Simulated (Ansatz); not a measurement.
# H₆NOPSi: basis-set convergence

The task here is to estimate one member of a computed series from the others.

The runs use Ansatz 0.2.0, Gaussian basis; one geometry, several basis sets.

Levels to be run: PBE0-D4/def2-SVP; ωB97M-V/def2-SVP; PBE0-D4/def2-QZVPP; ωB97M-V/def2-QZVPP; the functionals' def2-TZVPP values are taken from earlier runs.

**The relaxed structure**

The geometry comes from an earlier relaxation with PBE0-D4 in a triple-zeta def2 set; it is a stationary point, not always the lowest conformer.

10 atoms, charge 0, spin multiplicity 1.

Atoms are counted from 1 here; the program's logs count them from 0.

Bond lengths: O1–P2 1.655 Å, O1–H5 0.960 Å, P2–N3 1.690 Å, P2–H6 1.420 Å, N3–Si4 1.733 Å, N3–H7 1.012 Å, Si4–H8 1.487 Å, Si4–H9 1.482 Å, Si4–H10 1.489 Å. Angles: P2–O1–H5 110.1°, O1–P2–N3 105.6°, O1–P2–H6 93.3°, N3–P2–H6 96.8°, P2–N3–Si4 124.3°, P2–N3–H7 117.1°, Si4–N3–H7 117.7°, N3–Si4–H8 110.4°, N3–Si4–H9 106.7°, N3–Si4–H10 112.3°, H8–Si4–H9 110.6°, H8–Si4–H10 107.5°, H9–Si4–H10 109.5°.

The first run:

in.yaml

```yaml
crystal:
  periodic: [false, false, false]
  atoms:
    - {symbol: O, position_ang: [-1.539426, 0.931129, -1.581699]}
    - {symbol: P, position_ang: [-1.375489, 0.562803, 0.023483]}
    - {symbol: N, position_ang: [-0.147238, -0.595982, 0.099879]}
    - {symbol: Si, position_ang: [1.429925, -0.304954, 0.757150]}
    - {symbol: H, position_ang: [-1.175065, 1.801751, -1.760002]}
    - {symbol: H, position_ang: [-2.464291, -0.348215, 0.008685]}
    - {symbol: H, position_ang: [-0.293444, -1.457601, -0.410034]}
    - {symbol: H, position_ang: [1.813822, -1.400362, 1.686059]}
    - {symbol: H, position_ang: [1.357621, 0.988091, 1.478426]}
    - {symbol: H, position_ang: [2.476586, -0.227760, -0.299146]}
basis:
  gaussian: {orbitals: def2-SVP}
hamiltonian: {xc: pbe0, dispersion: d4}
output: {orbitals: {seedname: orbitals}}
```

Command:

```bash
$ ansatz run in.yaml --threads 2 --pin off --events-out ev --progress --plain --max-ram 4352MiB
```

Steps of the session up to this table: PBE0-D4 in def2-SVP; ωB97M-V in def2-SVP; PBE0-D4 in def2-QZVPP; ωB97M-V in def2-QZVPP.

One of the session's tables, all rows but one given; the rest of the session is left out.

```
functional       basis  HOMO (eV)  LUMO (eV)
   PBE0-D4    def2-SVP          ?          ?
   PBE0-D4  def2-TZVPP      -7.02      -0.04
   PBE0-D4  def2-QZVPP      -7.06      -0.23
   ωB97M-V    def2-SVP      -9.11       2.41
   ωB97M-V  def2-TZVPP      -9.25       1.63
   ωB97M-V  def2-QZVPP      -9.30       1.22
```

Estimate the missing values for PBE0-D4, def2-SVP.

The run gave: HOMO (eV): -6.90; LUMO (eV): 0.52. In the column «HOMO (eV)» it is the highest.
